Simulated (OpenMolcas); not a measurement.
**GeH4S (SMILES [SH][GeH3]): levels of theory compared**

We compute a comparison of 6 runs (HF/STO-3G, HF/3-21G, HF/6-31G, B3LYP/6-31G*, PBE0/def2-SVP, MP2/3-21G) of GeH4S. 

Program for the calculation: OpenMolcas 26.06.

8 further runs of the same task are left out: 4 that didn't finish, 4 set aside as unsound or not needed.

### Step 1. The molecule

GeH4S has 6 atoms, charge 0, and is taken as a singlet. As SMILES, `[SH][GeH3]`. Geometry: relaxed at PBE0-D4/def2-TZVP.

Bond lengths: S1–Ge2 2.224 Å, S1–H3 1.343 Å, Ge2–H4 1.536 Å, Ge2–H5 1.536 Å, Ge2–H6 1.533 Å. Angles: S1–Ge2–H4 110.4°, S1–Ge2–H5 110.4°, S1–Ge2–H6 104.8°, Ge2–S1–H3 94.6°, H4–Ge2–H5 109.8°, H4–Ge2–H6 110.6°, H5–Ge2–H6 110.6°.

### Step 2. Energy and forces at HF/STO-3G (run 1)

Input file calc.input:

```
>>> EXPORT MOLCAS_PRINT=2
&GATEWAY
BasLib=$CurrDir
Coord
6
angstrom
S        0.843400      -1.117400       1.012200
Ge      -0.180000       0.501500      -0.118600
H        0.574500      -2.069200       0.103800
H       -1.667600       0.166300      -0.305900
H        0.485600       0.702400      -1.488700
H       -0.013600       1.752500       0.751000
Basis=STO-3G
Group=NoSym
&SEWARD
&SCF
Thresholds=1e-10 1e-07 1e-07 1e-05
PrOrbitals=0
&ALASKA
```

The basis set STO-3G is read from a file made from the Basis Set Exchange's data (not shown).

The run is started by

```
export MOLCAS_MEM=1860
pymolcas calc.input > calc.log
```

Output:

```text
--- Start Module: gateway ---
[...]
--- Stop Module: gateway /rc=_RC_ALL_IS_WELL_ ---
[...]
      Basis functions           31
[...]
--- Start Module: scf ---
[...]
       Convergence after   9 Iterations
[...]
::    Total SCF energy                              -2447.2763933737
[...]
      Total spin, S                                     0.0000000000
[...]
      Total electronic charge=   52.000000
      Total            charge=   -0.000000
[...]
      Dipole Moment (debye):
      Origin of the operator (angstrom)=    0.1186    0.0173    0.2060
                   X= -5.9300E-01               Y=  1.9190E-01               Z= -9.8711E-01           Total=  1.1674E+00
      Quadrupole Moment (debye*angstrom):
[...]
--- Stop Module: scf /rc=_RC_ALL_IS_WELL_ ---
--- Start Module: alaska ---
[...]
 *              Molecular gradients               *
 **************************************************
  Irreducible representation: a
 ------------------------------------------------------------------------------------------
                              X                       Y                       Z
 ------------------------------------------------------------------------------------------
  S1                1.01996724852427E-02   -3.23459668627635E-03    1.70152526365293E-02
  GE2               6.32969591763022E-03   -1.52660090245860E-02    4.60187323094630E-03
  H3               -2.55283564816444E-03   -6.31102766414937E-03   -7.39691738744508E-03
  H4               -3.79745378603467E-02   -9.51199701609262E-03   -4.07360253811118E-03
  H5                1.79072299974603E-02    4.42101340528045E-03   -3.47824973295481E-02
  H6                6.09077510816414E-03    2.99026169859165E-02    2.46358913876401E-02
 ------------------------------------------------------------------------------------------
--- Stop Module: alaska /rc=_RC_ALL_IS_WELL_ ---
[...]
```

Run time: 2.2 s. Hardware: 1 thread of Arm Neoverse V1, shared host; peak memory 0.37 GiB.

### Step 3. Energy and forces at HF/3-21G (run 2)

Input file calc.input:

```
* GeH4S Hartree-Fock
&GATEWAY
BASLIB = $CurrDir
COORD
6
angstrom
S        0.843400      -1.117400       1.012200
Ge      -0.180000       0.501500      -0.118600
H        0.574500      -2.069200       0.103800
H       -1.667600       0.166300      -0.305900
H        0.485600       0.702400      -1.488700
H       -0.013600       1.752500       0.751000
BASIS = 3-21G
GROUP = NoSym
&SEWARD
&SCF
THRESHOLDS = 1e-10 1e-07 1e-07 1e-05
PRORBITALS = 1 1
&ALASKA
```

The basis set 3-21G is read from a file made from the Basis Set Exchange's data (not shown).

The run is started by

```
export MOLCAS_MEM=1860
pymolcas calc.input > calc.log
```

Output:

```text
--- Start Module: gateway ---
[...]
--- Stop Module: gateway /rc=_RC_ALL_IS_WELL_ ---
[...]
      Basis functions           43
[...]
--- Start Module: scf ---
[...]
       Convergence after  10 Iterations
[...]
::    Total SCF energy                              -2463.2131221181
[...]
      Total spin, S                                     0.0000000000
[...]
      Total electronic charge=   52.000000
      Total            charge=   -0.000000
[...]
      Dipole Moment (debye):
      Origin of the operator (angstrom)=    0.1186    0.0173    0.2060
                   X= -1.2909E+00               Y=  7.5489E-01               Z= -1.9981E+00           Total=  2.4957E+00
      Quadrupole Moment (debye*angstrom):
[...]
--- Stop Module: scf /rc=_RC_ALL_IS_WELL_ ---
--- Start Module: alaska ---
[...]
 *              Molecular gradients               *
 **************************************************
  Irreducible representation: a
 ------------------------------------------------------------------------------------------
                              X                       Y                       Z
 ------------------------------------------------------------------------------------------
  S1               -8.08894692630702E-03    1.40891024577741E-02   -8.37721800203184E-03
  GE2               1.14504262883344E-02   -2.57693106967061E-02    9.26014116776486E-03
  H3               -2.86162797132428E-03    9.24421369122985E-03   -1.04658934114354E-03
  H4               -1.41515149512017E-03    5.11834750320128E-04    1.22519889877326E-04
  H5                5.83588015264702E-04    1.01323858623381E-03   -9.83907646783244E-04
  H6                3.31712089164937E-04    9.10921211157323E-04    1.02505393236330E-03
 ------------------------------------------------------------------------------------------
--- Stop Module: alaska /rc=_RC_ALL_IS_WELL_ ---
[...]
```

Wall time 2.3 s (1 thread of Arm Neoverse V1, shared host); peak memory 0.38 GiB.

Runs 3 to 5 aren't shown in full; the table further down has their settings and results.

### Step 4. A single-point energy at MP2/3-21G (run 6)

Input file run.inp:

```
* GeH4S MP2
&GATEWAY
BASLIB=$CurrDir
COORD
6
angstrom
S        0.843400      -1.117400       1.012200
Ge      -0.180000       0.501500      -0.118600
H        0.574500      -2.069200       0.103800
H       -1.667600       0.166300      -0.305900
H        0.485600       0.702400      -1.488700
H       -0.013600       1.752500       0.751000
BASIS=3-21G
GROUP=NoSym
&SEWARD
&SCF
THRESHOLDS=1e-10 1e-07 1e-07 1e-05
PRORBITALS=1 1
&MBPT2
FROZEN=14
```

The basis set 3-21G is read from a file made from the Basis Set Exchange's data (not shown).

The run is started by

```
export MOLCAS_MEM=1860
pymolcas run.inp > run.log
```

Output:

```text
--- Start Module: gateway ---
[...]
--- Stop Module: gateway /rc=_RC_ALL_IS_WELL_ ---
[...]
      Basis functions           43
[...]
--- Start Module: scf ---
[...]
       Convergence after  10 Iterations
[...]
::    Total SCF energy                              -2463.2131221181
[...]
      Total spin, S                                     0.0000000000
[...]
      Total electronic charge=   52.000000
      Total            charge=   -0.000000
[...]
      Dipole Moment (debye):
      Origin of the operator (angstrom)=    0.1186    0.0173    0.2060
                   X= -1.2909E+00               Y=  7.5489E-01               Z= -1.9981E+00           Total=  2.4957E+00
      Quadrupole Moment (debye*angstrom):
[...]
--- Stop Module: scf /rc=_RC_ALL_IS_WELL_ ---
--- Start Module: mbpt2 ---
[...]
WARNING!
Default frozen orbitals as non valence orbitals is overwritten by user input.
Default values:  19
[...]
       Reference weight ( Cref**2 )         =        0.94774
::    Total MBPT2 energy                            -2463.3251560999
[...]
      Total MBPT2 calculations                           0.05      0.06
--- Stop Module: mbpt2 /rc=_RC_ALL_IS_WELL_ ---
[...]
```

Run time: 1.9 s. Hardware: 1 thread of Arm Neoverse V1, shared host; peak memory 0.38 GiB.

### Step 5. The series

```
run                               level  Cartesian functions  integration grid   energy (Eh)  dipole moment (D) of the reference  HOMO energy (eV)  LUMO energy (eV)  wall time
  1                           HF/STO-3G                   no                 –  -2447.276393                                1.17             -7.10             10.20      2.2 s
  2                            HF/3-21G                   no                 –  -2463.213122                                2.50            -10.32              3.02      2.3 s
  3                            HF/6-31G                   no                 –  -2474.821436                                2.48            -10.26              2.57      3.9 s
  4  B3LYP/6-31G* (Cartesian functions)                  yes         UltraFine  -2477.371862                                1.57             -6.93             -0.25       17 s
  5                       PBE0/def2-SVP                   no         UltraFine  -2476.817412                                1.39             -7.18              0.32       18 s
  6                           MP2/3-21G                   no                 –  -2463.325156                                2.50            -10.32              3.02      1.9 s
```

### Step 6. Summary of results

| quantity | value |
| --- | --- |
| run 6: total energy | -2463.32516 Eh |
| run 6: dipole moment (mean-field density) | 2.50 D |
| run 6: HOMO energy (Hartree–Fock orbitals) | -10.32 eV |
| run 6: LUMO energy (Hartree–Fock orbitals) | 3.02 eV |
| run 6: HOMO–LUMO gap (Hartree–Fock orbitals) | 13.33 eV |
| run 6: correlation energy (14 core orbitals frozen) | -112.0 mEh |

What this shows: Over runs 1, 2, 3, 4, 5 the dipole moment (its size) runs from 1.17 D (HF/STO-3G) to 2.50 D (HF/3-21G). Over runs 1, 2, 3, 4, 5 the HOMO–LUMO gap runs from 6.67 eV (B3LYP/6-31G*) to 17.30 eV (HF/STO-3G). The two ends differ in method and basis. Totals of different functionals can't be ranked against each other. In run 1 the basis is minimal, so the values are rough. All runs together took 45 s, the longest 18 s.
